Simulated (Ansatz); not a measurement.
**C₃H₉BS: how energies converge with the basis set**

An exercise on one series of results from a longer session: the logs are not shown, and one member is left open.

Program: Ansatz 0.2.0, Gaussian basis. Level of theory: one geometry, several basis sets. These are calculated values, not measurements.

The runs, in order: PBE0-D4/def2-SVP; ωB97M-V/def2-SVP; PBE0-D4/def2-QZVPP; ωB97M-V/def2-QZVPP; the functionals' def2-TZVPP values are taken from earlier runs.

## The geometry

An earlier PBE0-D4 in a triple-zeta def2 set relaxation fixed the geometry.

SMILES `CBCSC`, 14 atoms, charge 0, spin multiplicity 1.

Atoms are counted from 1 here; the program's logs count them from 0.

Bond lengths: C1–B2 1.551 Å, C1–H6 1.091 Å, C1–H7 1.093 Å, C1–H8 1.103 Å, B2–C3 1.564 Å, B2–H9 1.203 Å, C3–S4 1.796 Å, C3–H10 1.099 Å, C3–H11 1.101 Å, S4–C5 1.796 Å, C5–H12 1.091 Å, C5–H13 1.092 Å, C5–H14 1.092 Å. Angles: B2–C1–H6 114.4°, B2–C1–H7 114.4°, B2–C1–H8 104.9°, H6–C1–H7 110.3°, H6–C1–H8 106.2°, H7–C1–H8 105.7°, C1–B2–C3 124.6°, C1–B2–H9 120.1°, C3–B2–H9 115.2°, B2–C3–S4 115.7°, B2–C3–H10 108.5°, B2–C3–H11 106.4°, S4–C3–H10 110.5°, S4–C3–H11 110.2°, H10–C3–H11 105.0°, C3–S4–C5 100.2°, S4–C5–H12 107.3°, S4–C5–H13 111.2° and more.

The first run:

Contents of in.yaml:

```yaml
crystal:
  periodic: [false, false, false]
  atoms:
    - {symbol: C, position_ang: [-1.896142, 0.854593, 1.215021]}
    - {symbol: B, position_ang: [-0.735445, 1.395520, 0.339176]}
    - {symbol: C, position_ang: [0.375624, 0.507502, -0.311070]}
    - {symbol: S, position_ang: [0.223728, -1.260013, -0.031190]}
    - {symbol: C, position_ang: [1.683856, -1.846215, -0.897035]}
    - {symbol: H, position_ang: [-2.330984, 1.590527, 1.892852]}
    - {symbol: H, position_ang: [-1.663045, -0.066326, 1.754870]}
    - {symbol: H, position_ang: [-2.691422, 0.587125, 0.499464]}
    - {symbol: H, position_ang: [-0.668462, 2.569247, 0.084750]}
    - {symbol: H, position_ang: [0.409302, 0.724167, -1.387499]}
    - {symbol: H, position_ang: [1.336518, 0.873605, 0.082869]}
    - {symbol: H, position_ang: [1.704203, -2.932393, -0.800520]}
    - {symbol: H, position_ang: [2.595058, -1.437538, -0.455371]}
    - {symbol: H, position_ang: [1.644109, -1.589201, -1.957517]}
basis:
  gaussian: {orbitals: def2-SVP}
hamiltonian: {xc: pbe0, dispersion: d4}
output: {orbitals: {seedname: orbitals}}
```

Steps of the session up to this table: PBE0-D4 in def2-SVP; ωB97M-V in def2-SVP; PBE0-D4 in def2-QZVPP; ωB97M-V in def2-QZVPP.

One of the session's tables, all rows but one given; the rest of the session is left out.

It belongs to the step «Density functionals: the series». 

| functional | basis | HOMO (eV) |
| --- | --- | --- |
| PBE0-D4 | def2-SVP | -6.07 |
| PBE0-D4 | def2-TZVPP | ? |
| PBE0-D4 | def2-QZVPP | -6.25 |
| ωB97M-V | def2-SVP | -8.29 |
| ωB97M-V | def2-TZVPP | -8.45 |
| ωB97M-V | def2-QZVPP | -8.49 |

Q: Estimate the row for PBE0-D4, def2-TZVPP from the others.

The run gave: HOMO (eV): -6.22. In the column «HOMO (eV)» it lies between PBE0-D4, def2-QZVPP (-6.25) and PBE0-D4, def2-SVP (-6.07).
